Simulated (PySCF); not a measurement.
# HgO: the cost of one run

Program: PySCF 2.14.0. Level of theory: relaxation, lda,vwn, def2-tzvpp, and further levels as typed in the inputs. These are calculated values, not measurements.

## (1) The structure to begin with

Bond lengths: Hg1–O2 1.920 Å.

Coordinates:

```xyz
2

Hg    0.0000    0.0000    0.0000
O     0.0000    0.0000    1.9200
```

## (2) Relaxation: HgO

Input file run.py:

```python
from pyscf import gto, dft
from pyscf.geomopt.geometric_solver import optimize
mol = gto.M(atom="mol.xyz", basis="def2-tzvpp", verbose=4)
mol.set(ecp='def2-tzvpp').build()
mf = dft.RKS(mol, xc="lda,vwn").density_fit().run(conv_tol=1e-9)
m = optimize(mf, maxsteps=60)
print("optimised structure (A):")
for k in range(m.natm): print(m.atom_symbol(k), *(f"{x:.8f}" for x in m.atom_coords(unit="A")[k]))
```

Started as:

```
$ python run.py
```

**Question.** How long does this run take on 4 threads of Intel Xeon Platinum 8488C (Sapphire Rapids), shared host?

About 6.5 s.
